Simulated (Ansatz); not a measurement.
This session for a geometry optimisation of C3H7Ge, SMILES C=C[CH2][GeH2] with the Python package of Ansatz (0.2.0) holds a mistake.

Contents of `c3h7ge.xyz`:
```text
11

C    -1.51990    0.81720   -0.08280
C    -0.80070    0.09030    0.77740
C     0.29210   -0.82640    0.31280
Ge    1.82250    0.19780   -0.32980
H    -1.32340    0.77560   -1.15000
H    -2.31480    1.45990    0.28130
H    -1.03440    0.13870    1.83680
H     0.62690   -1.45890    1.16130
H    -0.08060   -1.48970   -0.49640
H     1.39160    1.07330   -1.53410
H     2.94070   -0.77790   -0.77660
```

Typed at the interpreter:
```pycon
>>> import ansatz
>>> import numpy as np
>>> c3h7ge = ansatz.Crystal.molecule_from_extxyz('c3h7ge.xyz')
>>> calculation = (
...     c3h7ge.calculation()
...     .basis(gaussian='def2-SVP')
...     .functional('B3LYP')
...     .spin('collinear', total=5)
... )
>>> symbols = [site.symbol for site in c3h7ge.cartesian_sites]
>>> start = np.array([site.position_ang for site in c3h7ge.cartesian_sites], dtype=float)
>>> def progress(event):
...     if event['event'] == 'relax_step':
...         row = event['data']
...         print(f'step {row["step"]:3d}  E = {row["lagrangian_ev"]:.6f} eV  max force {row["allowed_force_max_ev_ang"]:.4f} eV/A')
...
>>> r = calculation.relax(force_tolerance=0.01, max_steps=30).session().plan().execute(on_event=progress).report
step   1  E = -59720.933745 eV  max force 5.7320 eV/A
step   2  E = -59723.640614 eV  max force 2.9543 eV/A
step   3  E = -59724.969297 eV  max force 1.6499 eV/A
step   4  E = -59725.585275 eV  max force 0.9310 eV/A
step   5  E = -59725.889257 eV  max force 0.6538 eV/A
step   6  E = -59726.056866 eV  max force 0.4667 eV/A
step   7  E = -59726.218324 eV  max force 0.6348 eV/A
step   8  E = -59726.359752 eV  max force 1.2122 eV/A
step   9  E = -59726.545385 eV  max force 1.0478 eV/A
step  10  E = -59726.691373 eV  max force 0.7535 eV/A
step  11  E = -59726.766648 eV  max force 0.7241 eV/A
step  12  E = -59726.802453 eV  max force 0.4585 eV/A
step  13  E = -59726.833160 eV  max force 0.2027 eV/A
step  14  E = -59726.840857 eV  max force 0.1924 eV/A
step  15  E = -59726.848145 eV  max force 0.1106 eV/A
step  16  E = -59726.851246 eV  max force 0.0406 eV/A
step  17  E = -59726.853385 eV  max force 0.0231 eV/A
step  18  E = -59726.855012 eV  max force 0.0119 eV/A
step  19  E = -59726.855813 eV  max force 0.0247 eV/A
step  20  E = -59726.856148 eV  max force 0.0959 eV/A
step  21  E = -59726.856204 eV  max force 0.0901 eV/A
step  22  E = -59726.856896 eV  max force 0.0187 eV/A
step  23  E = -59726.856959 eV  max force 0.0038 eV/A
step  24  E = -59726.857048 eV  max force 0.0036 eV/A
step  25  E = -59726.857223 eV  max force 0.0076 eV/A
step  26  E = -59726.857281 eV  max force 0.0103 eV/A
step  27  E = -59726.857350 eV  max force 0.0096 eV/A
>>> end = np.array(r['positions_ang'])
>>> print('reference energy %16.6f eV' % r['reference_energy_ev'])
reference energy    -59726.857689 eV
>>> print('total energy     %16.6f eV' % r['free_energy_ev'])
total energy        -59726.857689 eV
>>> print('occupied (up, down):', r['n_occupied'], ' virtual:', r['n_virtual'], ' frozen:', r['n_frozen'])
occupied (up, down): [31, 26]  virtual: [78, 83]  frozen: 0
>>> print('final positions (A) and the move of each atom')
final positions (A) and the move of each atom
>>> for symbol, xyz, old in zip(symbols, end, start):
...     print(f'{symbol:2s} {xyz[0]:10.5f} {xyz[1]:10.5f} {xyz[2]:10.5f}   {np.linalg.norm(xyz - old):7.4f}')
...
C    -1.26556    0.79511   -0.15593    0.2656
C    -0.62068    0.05753    0.92164    0.2330
C     0.23395   -1.13631    0.70201    0.5009
Ge    2.16922   -0.50468    0.51182    1.1498
H    -0.76251    1.61036   -0.69321    1.1046
H    -2.29779    0.57559   -0.46069    1.1545
H    -0.67669    0.44858    1.94849    0.4863
H     0.22851   -1.83122    1.55641    0.6734
H    -0.00444   -1.67556   -0.22767    0.3355
H    -0.35510    3.13415   -4.26089    3.8384
H     3.35109   -1.47366    0.15793    1.2352
>>> charges = r['charge_distribution']
>>> dipole = np.array(charges['dipole_moment_e_ang']) * 4.803205
>>> print('dipole (D): {:.3f} {:.3f} {:.3f}, length {:.3f}'.format(*dipole, np.linalg.norm(dipole)))
dipole (D): -0.855 -0.365 0.049, length 0.931
>>> print('atom  Mulliken   Lowdin')
atom  Mulliken   Lowdin
>>> for symbol, m, l in zip(symbols, charges['mulliken_charges_e'], charges['lowdin_charges_e']):
...     print(f'{symbol:4s} {m:9.3f} {l:8.3f}')
...
C       -0.074    0.047
C       -0.117   -0.057
C       -0.063   -0.058
Ge       0.034    0.070
H        0.056   -0.002
H        0.052   -0.002
H        0.040    0.012
H        0.055    0.018
H        0.050    0.017
H        0.000    0.000
H       -0.034   -0.048
```

The session ran to its end, but the result can't be trusted. Why?

The fault: the spin state is higher than the ground state's. The cap on steps that the faulty run carried goes too. Mended:

```diff
--- before
+++ after
@@
     .functional('B3LYP')
-    .spin('collinear', total=5)
+    .spin('collinear', total=1)
 )
@@
 
-r = calculation.relax(force_tolerance=0.01, max_steps=30).session().plan().execute(on_event=progress).report
+r = calculation.relax(force_tolerance=0.01).session().plan().execute(on_event=progress).report
 end = np.array(r['positions_ang'])
```

Typed at the interpreter:
```pycon
[earlier lines as before]
>>> calculation = (
...     c3h7ge.calculation()
...     .basis(gaussian='def2-SVP')
...     .functional('B3LYP')
...     .spin('collinear', total=1)
... )
>>> symbols = [site.symbol for site in c3h7ge.cartesian_sites]
>>> start = np.array([site.position_ang for site in c3h7ge.cartesian_sites], dtype=float)
>>> def progress(event):
...     if event['event'] == 'relax_step':
...         row = event['data']
...         print(f'step {row["step"]:3d}  E = {row["lagrangian_ev"]:.6f} eV  max force {row["allowed_force_max_ev_ang"]:.4f} eV/A')
...
>>> r = calculation.relax(force_tolerance=0.01).session().plan().execute(on_event=progress).report
step   1  E = -59733.270352 eV  max force 0.9020 eV/A
step   2  E = -59733.338312 eV  max force 0.4167 eV/A
step   3  E = -59733.359370 eV  max force 0.2322 eV/A
step   4  E = -59733.384837 eV  max force 0.1561 eV/A
step   5  E = -59733.392704 eV  max force 0.4151 eV/A
step   6  E = -59733.403420 eV  max force 0.2141 eV/A
step   7  E = -59733.396720 eV  max force 0.2685 eV/A
step   8  E = -59733.411898 eV  max force 0.0556 eV/A
step   9  E = -59733.413225 eV  max force 0.1072 eV/A
step  10  E = -59733.414778 eV  max force 0.0558 eV/A
step  11  E = -59733.415081 eV  max force 0.0687 eV/A
step  12  E = -59733.415285 eV  max force 0.0119 eV/A
step  13  E = -59733.415330 eV  max force 0.0062 eV/A
>>> end = np.array(r['positions_ang'])
>>> print('reference energy %16.6f eV' % r['reference_energy_ev'])
reference energy    -59733.415585 eV
>>> print('total energy     %16.6f eV' % r['free_energy_ev'])
total energy        -59733.415585 eV
>>> print('occupied (up, down):', r['n_occupied'], ' virtual:', r['n_virtual'], ' frozen:', r['n_frozen'])
occupied (up, down): [29, 28]  virtual: [80, 81]  frozen: 0
>>> print('final positions (A) and the move of each atom')
final positions (A) and the move of each atom
>>> for symbol, xyz, old in zip(symbols, end, start):
...     print(f'{symbol:2s} {xyz[0]:10.5f} {xyz[1]:10.5f} {xyz[2]:10.5f}   {np.linalg.norm(xyz - old):7.4f}')
...
C    -1.79321    0.67734   -0.02393    0.3126
C    -0.75913    0.21724    0.69057    0.1593
C     0.26896   -0.75325    0.20884    0.1292
Ge    2.04443    0.09445   -0.18412    0.2849
H    -1.97720    0.34315   -1.05078    0.7901
H    -2.49474    1.40460    0.39320    0.2190
H    -0.62433    0.58836    1.71515    0.6206
H     0.46093   -1.54473    0.95171    0.2808
H    -0.04054   -1.23872   -0.73316    0.3473
H     1.87707    1.19908   -1.26507    0.5691
H     3.03776   -0.98763   -0.70252    0.2427
>>> charges = r['charge_distribution']
>>> dipole = np.array(charges['dipole_moment_e_ang']) * 4.803205
>>> print('dipole (D): {:.3f} {:.3f} {:.3f}, length {:.3f}'.format(*dipole, np.linalg.norm(dipole)))
dipole (D): -0.298 -0.421 0.234, length 0.566
>>> print('atom  Mulliken   Lowdin')
atom  Mulliken   Lowdin
>>> for symbol, m, l in zip(symbols, charges['mulliken_charges_e'], charges['lowdin_charges_e']):
...     print(f'{symbol:4s} {m:9.3f} {l:8.3f}')
...
C       -0.034   -0.009
C       -0.069   -0.044
C       -0.090   -0.059
Ge       0.210    0.168
H        0.013    0.002
H        0.022    0.003
H        0.009    0.015
H        0.043    0.021
H        0.038    0.024
H       -0.067   -0.059
H       -0.075   -0.062
```

Notes:
- Total energies depend on the basis set; only differences at equal settings carry meaning.
- The end point is the stationary point reached from this start; no frequency run checks that it is a minimum, and the basis set is modest.
- The species is open-shell (spin multiplicity 2).
- The Löwdin charges here are taken after orthogonalising the functions within each atom; they differ from plain Löwdin charges, and their signs can be unphysical.
- b3lyp holds the VWN-RPA fit, as in Gaussian; the form of ORCA and Turbomole is b3lyp5.
- Hardware and time: 2.1 min on 1 thread of Arm Neoverse V2, on a shared host, peak memory 0.43 GiB.

(Lines on the test bed's own set-up are left out of the output.)
